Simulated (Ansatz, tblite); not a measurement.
# The cluster Ca₂H₂O₃: one state, many levels

Aim: run the singlet of the cluster Ca₂H₂O₃ at one geometry on many levels, and compare frontier levels, spin and run time.

Method: as each input shows; program: Ansatz 0.2.0, Gaussian basis.

Levels to be run: GFN1-xTB, GFN2-xTB, PBE-D4/def2-TZVP, r2SCAN-D4/def2-TZVP, ωB97M-V/def2-TZVP, B97M-V/def2-TZVP, r2SCAN0-D4/def2-TZVP, HF/def2-TZVP, HSE06-D4/def2-TZVP, PBE-QIDH/def2-TZVP, LDA/def2-TZVP, PBE-D4/def2-SVP, PBE0-D4/def2-SVP, HF/STO-3G, HF/6-31G, B3LYP-D4/6-31G, PBE0-D4/def2-TZVPD, PBE-D4/def2-TZVPD, r2SCAN-D4/def2-TZVPD, CCSD(T)/def2-TZVPP, MP2/def2-TZVP, RPA/def2-TZVP.

1 further run of the same task is left out (set aside as unsound or not needed). Runs told in other sessions of the task aren't counted.

### 1 The relaxed structure

The singlet was relaxed beforehand with B3LYP-D4/def2-SVP. At that level it is the lowest of the isomers that a small search found.

7 atoms, charge 0, spin multiplicity 1.

Bond lengths: Ca1–O3 2.032 Å, Ca1–O4 2.051 Å, Ca2–O4 2.051 Å, Ca2–O5 2.032 Å, O3–H6 0.961 Å, O5–H7 0.961 Å. Angles: O3–Ca1–O4 149.1°, O4–Ca2–O5 149.8°, Ca1–O3–H6 172.0°, Ca1–O4–Ca2 178.5°, Ca2–O5–H7 172.3°.

PBE0-D4/def2-TZVP was run before; its log isn't repeated, and its numbers join the tables.

### 2 GFN1-xTB

Tight binding, by tblite at 300 K electronic temperature and without a spin-polarisation term:

```python
tblite.interface.Calculator('GFN1-xTB', numbers, positions, charge=0, uhf=0).singlepoint()
```

Energy -449.0816 eV, HOMO -9.59 eV, LUMO -7.24 eV; 0.004 s.

### 3 GFN2-xTB

Tight binding, by tblite at 300 K electronic temperature and without a spin-polarisation term:

```python
tblite.interface.Calculator('GFN2-xTB', numbers, positions, charge=0, uhf=0).singlepoint()
```

Energy -384.3597 eV, HOMO -10.60 eV, LUMO -9.77 eV; 0.005 s.

### 4 PBE-D4/def2-TZVP

start.molden holds the orbitals of an earlier run on this state, given as this run's starting guess.

Input file in.yaml:

```yaml
crystal:
  periodic: [false, false, false]
  atoms:
    - {symbol: Ca, position_ang: [0.439894, -1.994243, 0.281295]}
    - {symbol: Ca, position_ang: [-0.598344, 1.914402, -0.400953]}
    - {symbol: O, position_ang: [1.690266, -3.551413, -0.096607]}
    - {symbol: O, position_ang: [-0.102325, -0.048211, -0.070389]}
    - {symbol: O, position_ang: [-1.622033, 3.583026, 0.144809]}
    - {symbol: H, position_ang: [2.343768, -4.204914, -0.359400]}
    - {symbol: H, position_ang: [-2.151236, 4.301352, 0.501255]}
basis:
  gaussian: {orbitals: def2-TZVP, initial_orbitals: start.molden}
hamiltonian: {xc: pbe, dispersion: d4}
scf: {omitted_lower_state_checks: [starts]}
output: {forces: true, orbitals: {seedname: orbitals}}
```

Launch:

```bash
> ansatz run in.yaml --threads 4 --pin off --events-out ev --progress --plain --max-ram 3916MiB
```

Further steps of the session: r2SCAN-D4/def2-TZVP; ωB97M-V/def2-TZVP; B97M-V/def2-TZVP; r2SCAN0-D4/def2-TZVP; HF/def2-TZVP; HSE06-D4/def2-TZVP; PBE-QIDH/def2-TZVP; LDA/def2-TZVP; PBE-D4/def2-SVP; PBE0-D4/def2-SVP; HF/STO-3G; HF/6-31G; B3LYP-D4/6-31G; PBE0-D4/def2-TZVPD; PBE-D4/def2-TZVPD; r2SCAN-D4/def2-TZVPD; CCSD(T)/def2-TZVPP; MP2/def2-TZVP; RPA/def2-TZVP.

Q: Predict the results of all the runs planned. Wanted: gap in def2-TZVP, named functionals and Hartree-Fock, smallest and largest; correlation energy, CCSD(T)/def2-TZVPP; correlation energy, MP2/def2-TZVP; binding an atom, CCSD(T)/def2-TZVPP; PBE0 total energy, smallest basis above largest.

**Answer**, as computed:

| quantity | value |
| --- | --- |
| gap in def2-TZVP, named functionals and Hartree-Fock, smallest and largest | 3.01 eV (PBE-D4), 9.79 eV (HF) |
| correlation energy, CCSD(T)/def2-TZVPP | -33.40 eV |
| correlation energy, MP2/def2-TZVP | -31.68 eV |
| binding an atom, CCSD(T)/def2-TZVPP | 3.458 eV |
| PBE0 total energy, smallest basis above largest | 12.11 eV (def2-SVP, def2-TZVPD) |

Orbital gaps of the named functionals and Hartree-Fock in def2-TZVP span 3.01 eV (PBE-D4) to 9.79 eV (HF); exact exchange widens it. A small miss in a minimal or small basis is a cancelling of errors, not accuracy. The functionals in def2-TZVP miss CCSD(T)/def2-TZVPP by +0.153 (r2SCAN0-D4) to +0.888 eV (LDA) an atom. The reference is CCSD(T) in one finite basis, so it carries an error of its own, often a tenth of an eV or more, and near misses can't be ranked.
